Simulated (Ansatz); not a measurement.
# F− with SiNH₅: superposition error and deformation

How much of this pair's binding is borrowed basis, and how much do the fragments pay to take the shapes they have in the pair?

Program: Ansatz 0.2.0, Gaussian basis. Level of theory: PBE0-D4 structures, single points in def2-TZVPPD. These are calculated values, not measurements.

Levels: PBE-D4, revPBE-D4, BLYP-D4, r2SCAN-D4, B97M-V, PBE0-D4, B3LYP-D4, HSE06-D4, wB97X-V, wB97M-V, B2PLYP, Hartree-Fock, MP2, CCSD, CCSD(T).

Correlated methods freeze the cores. B3LYP uses VWN-RPA correlation. B2PLYP carries no dispersion term here.

129 further runs of the same task are left out: 129 set aside as unsound or not needed.

**1. The system as given**

The relaxed pair: 8 atoms, charge -1, spin multiplicity 1.

Atoms are counted from 1 here; the program's logs count them from 0.

Bond lengths: F1–Si2 1.745 Å, Si2–N3 1.765 Å, Si2–H4 1.522 Å, Si2–H5 1.518 Å, Si2–H6 1.589 Å, N3–H7 1.008 Å, N3–H8 1.006 Å. Angles: F1–Si2–N3 88.3°, F1–Si2–H4 89.7°, F1–Si2–H5 89.7°, F1–Si2–H6 177.1°, N3–Si2–H4 124.2°, N3–Si2–H5 122.0°, N3–Si2–H6 88.8°, H4–Si2–H5 113.7°, H4–Si2–H6 91.8°, H5–Si2–H6 91.9°, Si2–N3–H7 119.0°, Si2–N3–H8 118.3°, H7–N3–H8 113.1°.

Geometry (Å):

```xyz
8
FH5NSi
F    -0.2845   -0.6333   -1.6595
Si   -0.4091   -0.4193    0.0681
N     0.9457    0.7079   -0.0255
H    -1.8689   -0.0186   -0.0940
H    -0.2036   -1.9110    0.2608
H    -0.4633   -0.1711    1.6369
H     1.1995    1.0935   -0.9212
H     1.0842    1.3518    0.7344
```

Atoms 1 to 1 are fragment A (F−), the rest fragment B (SiNH₅). From earlier runs, pair energy (eV) and counterpoise interaction (meV):

```
      method       E(pair)  interaction
      PBE-D4  -12162.10622        -2810
   revPBE-D4  -12167.99201        -2763
     BLYP-D4  -12170.01025        -2685
   r2SCAN-D4  -12168.00268        -3098
      B97M-V  -12167.53869        -3185
     PBE0-D4  -12162.98519        -3051
    B3LYP-D4  -12171.78556        -2914
    HSE06-D4  -12162.58763        -3049
     wB97X-V  -12168.03726        -3031
     wB97M-V  -12168.57685        -3066
      B2PLYP  -12164.75710        -2904
Hartree-Fock  -12132.80810        -3153
         MP2  -12150.35824        -2985
     CCSD(T)  -12151.69960        -2991
```

First each fragment is run alone in its own basis, frozen in the shape it has in the pair (a, b).

**2. wB97X-V/def2-TZVPPD**

Input file a/in.yaml:

```yaml
crystal:
  periodic: [false, false, false]
  atoms:
    - {symbol: F, position_ang: [-0.284484, -0.633334, -1.659481]}
basis:
  gaussian: {orbitals: "def2-TZVPPD.json"}
total_charge: -1
hamiltonian: {xc: {name: wB97X-V}}
```

Input file b/in.yaml:

```yaml
crystal:
  periodic: [false, false, false]
  atoms:
    - {symbol: Si, position_ang: [-0.409140, -0.419251, 0.068071]}
    - {symbol: N, position_ang: [0.945682, 0.707936, -0.025460]}
    - {symbol: H, position_ang: [-1.868907, -0.018596, -0.094040]}
    - {symbol: H, position_ang: [-0.203556, -1.911002, 0.260825]}
    - {symbol: H, position_ang: [-0.463320, -0.171061, 1.636878]}
    - {symbol: H, position_ang: [1.199546, 1.093512, -0.921187]}
    - {symbol: H, position_ang: [1.084180, 1.351797, 0.734396]}
basis:
  gaussian: {orbitals: "def2-TZVPPD.json"}
hamiltonian: {xc: {name: wB97X-V}}
```

The basis file named in the input lies beside it (Basis Set Exchange, JSON).

One command serves all of them, each in its own folder.

The run is started by

```console
$ ansatz run in.yaml --threads 2 --pin off --events-out ev --progress --plain --max-ram 5222MiB
```

a printed:

```text
Functional definition: wB97X-V
  name "wB97X-V"
  cite "Mardirossian & Head-Gordon, Phys. Chem. Chem. Phys. 16, 9904 (2014) doi:10.1039/C3CP54374A"
  cite "Becke, J. Chem. Phys. 107, 8554 (1997) doi:10.1063/1.475007"
  cite "Vydrov & Van Voorhis, J. Chem. Phys. 133, 244103 (2010) doi:10.1063/1.3521275"
  parameter omega = 0.3/bohr
  parameter cx = 0.167
  parameter cx1 = 0.603
  parameter cx2 = 1.194
  parameter css0 = 0.556
  parameter css1 = -0.257
  parameter cos0 = 1.219
  parameter cos1 = -1.850
  parameter b = 6.0
  parameter c = 0.01
  exchange = spin_sum(e_x_unif_sr(omega)*poly(b97_u_x, 1 - cx, cx1, cx2)) + cx*exact_x_sr(omega) + exact_x_lr(omega)
  correlation = spin_sum(e_c_pw_same_spin*poly(b97_u_same, css0, css1))
      + integral(e_c_pw_opposite_spin*poly(b97_u_opposite, cos0, cos1)) + vv10(b, c)
197 factors; their error is unknown
52 factors; integrals over basis functions are off by at most 4.8e-5 eV
mean field evaluation 1: about -2705.5467 eV, gradient 8.9e1 eV
mean field evaluation 2: about -2701.9389 eV, gradient 1.2e2 eV
mean field evaluation 4: about -2717.2989 eV, gradient 4.7e-1 eV
mean field evaluation 8: about -2717.3078 eV, gradient 1.6e-3 eV
mean field -2717.30775250 eV, -99.8592180471 hartree, gradient 5.3e-5 eV, S^2 0.000000; 0 other end points of the search recorded, 0 dependent functions left out
reference -2717.30775130 eV, -99.8592180030 hartree; 5, 5 occupied and 35, 35 virtual orbitals, 197 factors
Total energy: -2717.30775130 eV, -99.8592180030 hartree
```

Log of b (excerpt; [...] marks lines left out):

```text
[... 5 set-up lines as earlier in the session ...]
[...]
      + integral(e_c_pw_opposite_spin*poly(b97_u_opposite, cos0, cos1)) + vv10(b, c)
789 factors; their error is unknown
239 factors; integrals over basis functions are off by at most 1.7e-5 eV
[...]
mean field -9447.69184414 eV, -347.1962713966 hartree, gradient 3.8e-5 eV, S^2 0.000000; 0 other end points of the search recorded, 0 dependent functions left out
reference -9447.69184209 eV, -347.1962713214 hartree; 13, 13 occupied and 157, 157 virtual orbitals, 789 factors
Total energy: -9447.69184209 eV, -347.1962713214 hartree
```

Wall times: 0.25 s (a), 4.4 s (b) on 2 threads of Arm Neoverse V2, shared host.

**3. wB97M-V/def2-TZVPPD**

Each input of step 2 (a, b) changes in the same lines:

```diff
-hamiltonian: {xc: {name: wB97X-V}}
+hamiltonian: {xc: {name: wB97M-V}}
```

Each run has its own folder and the same command.

The run is started by

```console
$ ansatz run in.yaml --threads 2 --pin off --events-out ev --progress --plain --max-ram 5222MiB
```

Output in a (excerpt; [...] marks lines left out):

```text
Functional definition: wB97M-V
  name "wB97M-V"
  cite "Mardirossian & Head-Gordon, J. Chem. Phys. 144, 214110 (2016) doi:10.1063/1.4952647"
[... 2 set-up lines as earlier in the session ...]
  # Of w^i u^j: cxij and so on, Table III.
[...]
  gx(w, u) = 1 - cx + cx01*u + cx10*w
  gss(w, u) = css00 + css04*u^4 + css10*w + css20*w^2 + css43*w^4*u^3
  gos(w, u) = cos00 + cos10*w + (cos20 + cos21*u)*w^2 + (cos60 + cos61*u)*w^6
[...]
      + integral(e_c_pw_mod_opposite_spin*gos(b97_w_opposite, b97_u_opposite)) + vv10(b, c)
197 factors; their error is unknown
52 factors; integrals over basis functions are off by at most 4.8e-5 eV
[...]
mean field -2717.60186938 eV, -99.8700266432 hartree, gradient 1.8e-5 eV, S^2 0.000000; 0 other end points of the search recorded, 0 dependent functions left out
reference -2717.60189901 eV, -99.8700277317 hartree; 5, 5 occupied and 35, 35 virtual orbitals, 197 factors
Total energy: -2717.60189901 eV, -99.8700277317 hartree
```

b printed (excerpt; [...] marks lines left out):

```text
[... 5 set-up lines as earlier in the session ...]
  # Of w^i u^j: cxij and so on, Table III.
[...]
  gx(w, u) = 1 - cx + cx01*u + cx10*w
  gss(w, u) = css00 + css04*u^4 + css10*w + css20*w^2 + css43*w^4*u^3
  gos(w, u) = cos00 + cos10*w + (cos20 + cos21*u)*w^2 + (cos60 + cos61*u)*w^6
[...]
      + integral(e_c_pw_mod_opposite_spin*gos(b97_w_opposite, b97_u_opposite)) + vv10(b, c)
784 factors; their error is unknown
239 factors; integrals over basis functions are off by at most 1.7e-5 eV
[...]
mean field -9447.90272720 eV, -347.2040212060 hartree, gradient 3.4e-5 eV, S^2 0.000000; 0 other end points of the search recorded, 0 dependent functions left out
reference -9447.90277864 eV, -347.2040230967 hartree; 13, 13 occupied and 157, 157 virtual orbitals, 784 factors
Total energy: -9447.90277864 eV, -347.2040230967 hartree
```

Times: 0.25 s (a), 5.5 s (b) on 2 threads of Arm Neoverse V2, shared host.

**4. B2PLYP/def2-TZVPPD**

The same edit goes into each in.yaml of step 3 (a, b):

```diff
-hamiltonian: {xc: {name: wB97M-V}}
+hamiltonian: {xc: {name: B2PLYP}}
```

One command serves all of them, each in its own folder.

The run is started by

```console
$ ansatz run in.yaml --threads 2 --pin off --events-out ev --progress --plain --max-ram 5222MiB
```

Output in a (excerpt; [...] marks lines left out):

```text
Functional definition: B2PLYP
  name "B2PLYP"
  cite "Grimme, J. Chem. Phys. 124, 034108 (2006) doi:10.1063/1.2148954"
  cite "Becke, Phys. Rev. A 38, 3098 (1988) doi:10.1103/PhysRevA.38.3098"
  cite "Lee, Yang & Parr, Phys. Rev. B 37, 785 (1988) doi:10.1103/PhysRevB.37.785"
[...]
257 factors; integrals over basis functions are off by at most 1.5e-4 eV
[...]
mean field -2714.40500266 eV, -99.7525439580 hartree, gradient 9.1e-6 eV, S^2 0.000000; 0 other end points of the search recorded, 0 dependent functions left out
1 core orbitals not correlated: weight in the atoms' cores, before any rotation towards them, 1.000 or more for the frozen orbitals, at most 0.000 for the correlated occupied ones
reference -2714.40510179 eV, -99.7525476009 hartree; 4, 4 occupied and 35, 35 virtual orbitals, 257 factors
second order -9.42534965 eV of doubles, -0.00000000 eV of singles
Total energy: -2716.94994619 eV, -99.8460689078 hartree
```

b printed (excerpt; [...] marks lines left out):

```text
[... 5 set-up lines as earlier in the session ...]
[...]
951 factors; integrals over basis functions are off by at most 1.4e-3 eV
[...]
mean field -9441.64199409 eV, -346.9739435081 hartree, gradient 4.1e-6 eV, S^2 0.000000; 0 other end points of the search recorded, 0 dependent functions left out
6 core orbitals not correlated: weight in the atoms' cores, before any rotation towards them, 1.000 or more for the frozen orbitals, at most 0.000 for the correlated occupied ones
reference -9441.64214616 eV, -346.9739490963 hartree; 7, 7 occupied and 157, 157 virtual orbitals, 951 factors
second order -11.96016305 eV of doubles, -0.00000000 eV of singles
Total energy: -9444.87139018 eV, -347.0926216253 hartree
```

Times: 0.15 s (a), 2.6 s (b) on 2 threads of Arm Neoverse V2, shared host.

**5. B97M-V/def2-TZVPPD**

Each input of step 4 (a, b) changes in the same lines:

```diff
-hamiltonian: {xc: {name: B2PLYP}}
+hamiltonian: {xc: {name: B97M-V}}
```

Each run has its own folder and the same command.

The run is started by

```console
$ ansatz run in.yaml --threads 2 --pin off --events-out ev --progress --plain --max-ram 5222MiB
```

Log of a (excerpt; [...] marks lines left out):

```text
Functional definition: B97M-V
  name "B97M-V"
  cite "Mardirossian & Head-Gordon, J. Chem. Phys. 142, 074111 (2015) doi:10.1063/1.4907719"
[... 2 set-up lines as earlier in the session ...]
  # Of w^i u^j: cxij and so on, Table III.
[...]
  gx(w, u) = cx00 + cx01*u + cx02*u^2 + (cx10 + cx11*u)*w
  gss(w, u) = css00 + css02*u^2 + css10*w + (css32*w^3 + css42*w^4)*u^2
  gos(w, u) = cos00 + cos01*u + cos03*u^3 + cos10*w + cos32*w^3*u^2
[...]
      + integral(e_c_pw_mod_opposite_spin*gos(b97_w_opposite, b97_u_opposite)) + vv10(b, c)
197 factors; their error is unknown
[...]
mean field -2717.16474812 eV, -99.8539627329 hartree, gradient 8.6e-6 eV, S^2 0.000000; 0 other end points of the search recorded, 0 dependent functions left out
reference -2717.16478331 eV, -99.8539640264 hartree; 5, 5 occupied and 35, 35 virtual orbitals, 197 factors
Total energy: -2717.16478331 eV, -99.8539640264 hartree
```

b printed (excerpt; [...] marks lines left out):

```text
[... 5 set-up lines as earlier in the session ...]
  # Of w^i u^j: cxij and so on, Table III.
[...]
  gx(w, u) = cx00 + cx01*u + cx02*u^2 + (cx10 + cx11*u)*w
  gss(w, u) = css00 + css02*u^2 + css10*w + (css32*w^3 + css42*w^4)*u^2
  gos(w, u) = cos00 + cos01*u + cos03*u^3 + cos10*w + cos32*w^3*u^2
[...]
      + integral(e_c_pw_mod_opposite_spin*gos(b97_w_opposite, b97_u_opposite)) + vv10(b, c)
779 factors; their error is unknown
[...]
mean field -9447.18186017 eV, -347.1775298314 hartree, gradient 1.4e-5 eV, S^2 0.000000; 0 other end points of the search recorded, 0 dependent functions left out
reference -9447.18192137 eV, -347.1775320806 hartree; 13, 13 occupied and 157, 157 virtual orbitals, 779 factors
Total energy: -9447.18192137 eV, -347.1775320806 hartree
```

They took 0.25 s (a), 5.5 s (b) on 2 threads of Arm Neoverse V2, shared host.

**6. CCSD(T)/def2-TZVPPD**

The same edit goes into each in.yaml of step 5 (a, b):

```diff
-hamiltonian: {xc: {name: B97M-V}}
+correlation: {method: ccsd_t}
```

The same command starts each run, in its folder.

The run is started by

```console
$ ansatz run in.yaml --threads 2 --pin off --events-out ev --progress --plain --max-ram 5222MiB
```

Log of a (excerpt; [...] marks lines left out):

```text
Functional definition: HF
  name "HF"
  cite "Fock, Z. Phys. 61, 126 (1930) doi:10.1007/BF01340294"
  parent pbe
[...]
257 factors; integrals over basis functions are off by at most 1.5e-4 eV
[...]
mean field -2706.33087263 eV, -99.4558251521 hartree, gradient 3.0e-6 eV, S^2 0.000000; 0 other end points of the search recorded, 0 dependent functions left out
1 core orbitals not correlated: weight in the atoms' cores, before any rotation towards them, 1.000 or more for the frozen orbitals, at most 0.000 for the correlated occupied ones
reference -2706.33087263 eV, -99.4558251521 hartree; 4, 4 occupied and 35, 35 virtual orbitals, 257 factors
second order -7.81390746 eV of doubles, -0.00000000 eV of singles
cycle   1  -7.41661806 eV  change    4.0e-1 eV  update   9.9e-2
[...]
cycle   9  -7.66117946 eV  change    1.9e-6 eV  update   3.4e-6
perturbative correction -0.25873591 eV, -0.0095083692 hartree
Total energy: -2714.25078799 eV, -99.7468766735 hartree
```

Output in b (excerpt; [...] marks lines left out):

```text
[... 4 set-up lines as earlier in the session ...]
[...]
951 factors; integrals over basis functions are off by at most 1.4e-3 eV
[...]
mean field -9423.31845913 eV, -346.3005660182 hartree, gradient 1.9e-6 eV, S^2 0.000000; 0 other end points of the search recorded, 0 dependent functions left out
6 core orbitals not correlated: weight in the atoms' cores, before any rotation towards them, 1.000 or more for the frozen orbitals, at most 0.000 for the correlated occupied ones
reference -9423.31845913 eV, -346.3005660182 hartree; 7, 7 occupied and 157, 157 virtual orbitals, 951 factors
second order -9.82107221 eV of doubles, -0.00000000 eV of singles
cycle   1  -10.32191827 eV  change   -5.0e-1 eV  update   7.2e-2
[...]
cycle  10  -10.67371427 eV  change    9.9e-6 eV  update   8.6e-6
perturbative correction -0.37651468 eV, -0.0138366594 hartree
Total energy: -9434.36868808 eV, -346.7066544422 hartree
```

Wall times: 0.15 s (a), 13 s (b) on 2 threads of Arm Neoverse V2, shared host; peak memory 1.4 GiB.

**7. Relaxing SiNH₅ alone**

Input file relax-b/in.yaml:

```yaml
crystal:
  periodic: [false, false, false]
  atoms:
    - {symbol: Si, position_ang: [-0.409140, -0.419251, 0.068071]}
    - {symbol: N, position_ang: [0.945682, 0.707936, -0.025460]}
    - {symbol: H, position_ang: [-1.868907, -0.018596, -0.094040]}
    - {symbol: H, position_ang: [-0.203556, -1.911002, 0.260825]}
    - {symbol: H, position_ang: [-0.463320, -0.171061, 1.636878]}
    - {symbol: H, position_ang: [1.199546, 1.093512, -0.921187]}
    - {symbol: H, position_ang: [1.084180, 1.351797, 0.734396]}
basis:
  gaussian: {orbitals: def2-TZVP}
hamiltonian: {xc: pbe0, dispersion: d4}
relax: {f_tol: 0.005, max_steps: 200}
```

The run is started by

```console
$ ansatz run in.yaml --threads 2 --pin off --events-out ev --progress --plain --max-ram 5222MiB
```

The program printed (excerpt; [...] marks lines left out):

```text
Functional definition: PBE0
  name "PBE0"
  cite "Adamo & Barone, J. Chem. Phys. 110, 6158 (1999) doi:10.1063/1.478522"
  cite "Perdew, Burke & Ernzerhof, Phys. Rev. Lett. 77, 3865 (1996) doi:10.1103/PhysRevLett.77.3865"
[... 1 set-up line as earlier in the session ...]
[...]
643 factors; their error is unknown
[...]
mean field -9444.17238844 eV, -347.0669337853 hartree, gradient 1.2e-5 eV, S^2 0.000000; 0 other end points of the search recorded, 0 dependent functions left out
[...]
reference -9444.17241550 eV, -347.0669347798 hartree; 13, 13 occupied and 85, 85 virtual orbitals, 643 factors
relax step   1: F+E_penalty+E_count = -9444.24173782 eV  Δ(F+E_penalty+E_count) = +0.000e0 eV  max|allowed force component| = 4.498e0 eV/Å  Δτ_max = 0.0000 Å  (24 SCF iters, accepted)
[...]
reference -9445.25520280 eV, -347.1067264788 hartree; 13, 13 occupied and 85, 85 virtual orbitals, 643 factors
Total energy: -9445.32457341 eV, -347.1092758020 hartree
Atom 0 at    -0.422718    -0.341895     0.418753 Å, force     0.001233     0.001230    -0.000493 eV/Å
Atom 1 at     0.904028     0.684457     0.037434 Å, force    -0.000899    -0.001063    -0.000056 eV/Å
Atom 2 at    -1.746029     0.064582    -0.143323 Å, force    -0.000637    -0.000476     0.000365 eV/Å
Atom 3 at    -0.117197    -1.697628    -0.106743 Å, force     0.000087     0.000136    -0.000203 eV/Å
Atom 4 at    -0.562371    -0.376524     1.897524 Å, force    -0.000274     0.000041     0.000060 eV/Å
Atom 5 at     1.264895     0.702849    -0.902844 Å, force     0.000363    -0.000350    -0.000165 eV/Å
Atom 6 at     0.963876     1.597494     0.458682 Å, force     0.000126     0.000482     0.000491 eV/Å
Dipole moment:     0.081398     0.236660    -0.137554 e Å
```

Wall time 11 s (2 threads of Arm Neoverse V2, shared host).

Step by step: (the energy doesn't fall at every step)

```
step  energy from step 1 (eV)  largest force component (eV/Å)
   1                   0.0000                          4.4977
   2                  -0.7995                          1.2112
   3                  -1.0204                          1.2573
   4                  -1.0669                          0.2778
   5                  -1.0729                          0.1173
   6                  -1.0805                          0.0675
   7                  -1.0751                          0.6113
   8                  -1.0819                          0.0652
   9                  -1.0827                          0.0030
  10                  -1.0827                          0.0563
  11                  -1.0828                          0.0156
  12                  -1.0828                          0.0012
```

Distances of close pairs at the start and the end, largest changes first:

```
  bond  before (Å)  after (Å)  change (Å)
Si1–H5       1.589      1.486      -0.103
Si1–N2       1.765      1.720      -0.045
Si1–H4       1.518      1.486      -0.032
Si1–H3       1.522      1.494      -0.028
 N2–H7       1.006      1.007      +0.002
 N2–H6       1.008      1.007      -0.000
```

**8. PBE-D4/def2-TZVPPD**

Input file free-b/in.yaml:

```yaml
crystal:
  periodic: [false, false, false]
  atoms:
    - {symbol: Si, position_ang: [-0.422718, -0.341895, 0.418753]}
    - {symbol: N, position_ang: [0.904028, 0.684457, 0.037434]}
    - {symbol: H, position_ang: [-1.746029, 0.064582, -0.143323]}
    - {symbol: H, position_ang: [-0.117197, -1.697628, -0.106743]}
    - {symbol: H, position_ang: [-0.562371, -0.376524, 1.897524]}
    - {symbol: H, position_ang: [1.264895, 0.702849, -0.902844]}
    - {symbol: H, position_ang: [0.963876, 1.597494, 0.458682]}
basis:
  gaussian: {orbitals: "def2-TZVPPD.json"}
hamiltonian: {xc: pbe, dispersion: d4}
```

The run is started by

```console
$ ansatz run in.yaml --threads 2 --pin off --events-out ev --progress --plain --max-ram 5222MiB
```

The program printed:

```text
Functional definition: PBE
  name "PBE"
[... 2 set-up lines as earlier in the session ...]
  parameter kappa = 0.804
  parameter beta = 0.06672455060314922
  exchange = pbe_x(kappa = kappa, mu = beta*pi^2/3)
  correlation = pbe_c(beta = beta)
779 factors; their error is unknown
mean field evaluation 1: about -9435.2878 eV, gradient 6.9e1 eV
mean field evaluation 2: about -9401.8144 eV, gradient 1.2e2 eV
mean field evaluation 4: about -9444.2889 eV, gradient 3.9e0 eV
mean field evaluation 8: about -9444.3224 eV, gradient 3.1e-1 eV
mean field evaluation 16: about -9444.3225 eV, gradient 1.2e-5 eV
mean field -9444.32246513 eV, -347.0724490018 hartree, gradient 1.2e-5 eV, S^2 0.000000; 0 other end points of the search recorded, 0 dependent functions left out
reference -9444.32250664 eV, -347.0724505273 hartree; 13, 13 occupied and 157, 157 virtual orbitals, 779 factors
Total energy: -9444.40667934 eV, -347.0755438171 hartree
```

Run time: 1.1 s. Hardware: 2 threads of Arm Neoverse V2, shared host.

**9. r2SCAN-D4/def2-TZVPPD**

free-b/in.yaml, as its differences from that of step 8:

```diff
@@ -12,2 +12,2 @@
   gaussian: {orbitals: "def2-TZVPPD.json"}
-hamiltonian: {xc: pbe, dispersion: d4}
+hamiltonian: {xc: r2scan, dispersion: d4}
```

The run is started by

```console
$ ansatz run in.yaml --threads 2 --pin off --events-out ev --progress --plain --max-ram 5222MiB
```

The program printed:

```text
Functional definition: r2SCAN
  name "r2SCAN"
  cite "Furness, Kaplan, Ning, Perdew & Sun, J. Phys. Chem. Lett. 11, 8208 (2020) doi:10.1021/acs.jpclett.0c02405"
  cite "Furness, Kaplan, Ning, Perdew & Sun, J. Phys. Chem. Lett. 11, 9248 (2020) doi:10.1021/acs.jpclett.0c03077"
  parent r2scan
  parameter k0 = 0.174
  parameter k1 = 0.065
  parameter a1 = 4.9479
  exchange = r2scan_x(k0 = k0, k1 = k1, a1 = a1)
  correlation = r2scan_c
779 factors; their error is unknown
mean field evaluation 1: about -9441.5427 eV, gradient 6.3e1 eV
mean field evaluation 2: about -9423.4210 eV, gradient 1.0e2 eV
mean field evaluation 4: about -9448.8916 eV, gradient 2.3e0 eV
mean field evaluation 8: about -9448.9075 eV, gradient 2.9e-2 eV
mean field evaluation 16: about -9448.8896 eV, gradient 5.6e-5 eV
mean field -9448.88961062 eV, -347.2402885029 hartree, gradient 5.6e-5 eV, S^2 0.000000; 0 other end points of the search recorded, 0 dependent functions left out
reference -9448.88962313 eV, -347.2402889625 hartree; 13, 13 occupied and 157, 157 virtual orbitals, 779 factors
Total energy: -9448.90898801 eV, -347.2410006088 hartree
```

It took 2.2 s on 2 threads of Arm Neoverse V2, shared host.

[end of part 1 of 2]
